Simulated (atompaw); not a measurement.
# Cu: the cost of one run

Method: atompaw 4.2.0.5, PBE, scalar-relativistic.

**1. The atom and the settings**

The settings as typed:

```json
{
  "element": "copper (Cu, Z = 29)",
  "type": "PAW",
  "frozen core": "[Ne] 3s2",
  "valence charge": "17",
  "reference configuration": "3p6 3d10 4s0.5 4p0.5",
  "partial waves": "4s (bound): rc 2.00 bohr; 4s channel at 0.05 Ry: rc 2.00 bohr; 3p (bound): rc 0.90 bohr; 4p (bound): rc 2.00 bohr; 3d (bound): rc 1.20 bohr; 3d channel at 1.3 Ry: rc 1.20 bohr",
  "local potential": "bessel scheme, radius 1.85 bohr",
  "core correction": "smooth core density matched at 1.10 bohr",
  "augmentation charge": "besselshape compensation charge, radius 1.45 bohr; PAW radius 2.00 bohr; waves and projectors: custom rrkj gramschmidtortho"
}
```

**2. The generation run**

The input, Cu.input:

```
Cu 29
GGA-PBE scalarrelativistic loggrid 1500 logderivrange -7 5 301
4 4 3 0 0 0
4 0 0.5
4 1 0.5
0 0 0
c
c
c
v
c
v
v
v
2
2.00 1.45 1.85 1.10
y
0.05
n
n
y
1.3
n
custom rrkj gramschmidtortho besselshape
bessel
2.00
2.00
0.90
2.00
1.20
1.20
PWSCFOUT
UPFDX 0.0125d0 UPFXMIN -7.d0 UPFZMESH 29.d0
END
```

Launch:

```sh
$ atompaw < Cu.input > Cu.log
```

**Question.** How long does this run take on 1 thread of AMD EPYC 9R45, shared host?

About 4.5 s.
